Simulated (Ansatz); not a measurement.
**CH₆BNSSi: geometry optimisation**

Aim: relax CH₆BNSSi at this level.

Program: Ansatz 0.2.0. Level of theory: RKS B3LYP-D4/def2-SVP. These are calculated values, not measurements.

### Step 1. Starting geometry

SMILES `[SiH3]C1NBS1`, 11 atoms, charge 0, spin multiplicity 1.

Atoms are counted from 1 here; the program's logs count them from 0.

Bond lengths: Si1–C2 1.912 Å, Si1–H6 1.503 Å, Si1–H7 1.500 Å, Si1–H8 1.509 Å, C2–N3 1.456 Å, C2–S5 1.878 Å, C2–H9 1.114 Å, N3–B4 1.412 Å, N3–H10 1.021 Å, B4–S5 1.847 Å, B4–H11 1.208 Å. Angles: C2–Si1–H6 109.8°, C2–Si1–H7 108.6°, C2–Si1–H8 109.2°, H6–Si1–H7 111.1°, H6–Si1–H8 108.7°, H7–Si1–H8 109.4°, Si1–C2–N3 115.0°, Si1–C2–S5 110.5°, Si1–C2–H9 112.7°, N3–C2–S5 92.6°, N3–C2–H9 114.2°, S5–C2–H9 110.2°, C2–N3–B4 99.8°, C2–N3–H10 124.0°, B4–N3–H10 136.0°, N3–B4–S5 95.4°, N3–B4–H11 132.3°, S5–B4–H11 132.4° and more.

As a file:

```xyz
11

Si   -1.2545    0.3076    1.0514
C     0.4929    0.4077    0.2817
N     0.9471   -0.8104   -0.3738
B     0.9634   -0.3707   -1.7152
S     0.4440    1.3607   -1.3356
H    -1.6925    1.6738    1.5002
H    -2.1968   -0.2530    0.0275
H    -1.2167   -0.6065    2.2518
H     1.2409    0.8603    0.9713
H     1.1176   -1.6917    0.1129
H     1.2200   -0.9350   -2.7519
```

### Step 2. Relaxation

The input, input.yaml:

```yaml
crystal:
  periodic: [false, false, false]
  atoms:
    - { symbol: Si, position_ang: [-1.25448, 0.307623, 1.051441] }
    - { symbol: C, position_ang: [0.492906, 0.407694, 0.281701] }
    - { symbol: "N", position_ang: [0.947051, -0.810351, -0.37384] }
    - { symbol: B, position_ang: [0.963355, -0.370655, -1.715164] }
    - { symbol: S, position_ang: [0.443968, 1.360739, -1.335645] }
    - { symbol: H, position_ang: [-1.692511, 1.673845, 1.500247] }
    - { symbol: H, position_ang: [-2.196789, -0.253049, 0.027464] }
    - { symbol: H, position_ang: [-1.216714, -0.606522, 2.251816] }
    - { symbol: H, position_ang: [1.24091, 0.860307, 0.971316] }
    - { symbol: H, position_ang: [1.117556, -1.691671, 0.112921] }
    - { symbol: H, position_ang: [1.220048, -0.934959, -2.751857] }
basis:
  gaussian: { orbitals: def2-SVP }
hamiltonian:
  xc: { name: B3LYP }
  dispersion: d4
output:
  forces: true
relax:
  f_tol: 0.003
  max_steps: 120
```

Launch:

```bash
ansatz run input.yaml --threads 1 --pin off --max-ram 2560MiB --backend cpu --events-out ev --progress --plain --runs-dir out
```

What does the calculation give? Wanted: energy gained; root mean square move; dipole moment.

**Answer**, as computed:

```
             quantity      value
        energy gained  0.0117 eV
root mean square move    0.020 Å
        dipole moment     2.31 D
```

What this shows: Bond lengths: Si1–C2 1.904 Å, Si1–H6 1.490 Å, Si1–H7 1.487 Å, Si1–H8 1.496 Å, C2–N3 1.458 Å, C2–S5 1.879 Å, C2–H9 1.105 Å, N3–B4 1.403 Å, N3–H10 1.014 Å, B4–S5 1.846 Å, B4–H11 1.198 Å. Angles: C2–Si1–H6 109.7°, C2–Si1–H7 109.0°, C2–Si1–H8 109.0°, H6–Si1–H7 111.0°, H6–Si1–H8 108.8°, H7–Si1–H8 109.3°, Si1–C2–N3 115.1°, Si1–C2–S5 111.7°, Si1–C2–H9 112.6°, N3–C2–S5 92.1°, N3–C2–H9 113.6°, S5–C2–H9 110.0°, C2–N3–B4 100.3°, C2–N3–H10 124.1°, B4–N3–H10 135.6°, N3–B4–S5 95.3°, N3–B4–H11 132.2°, S5–B4–H11 132.4° and more. No frequencies were computed here.
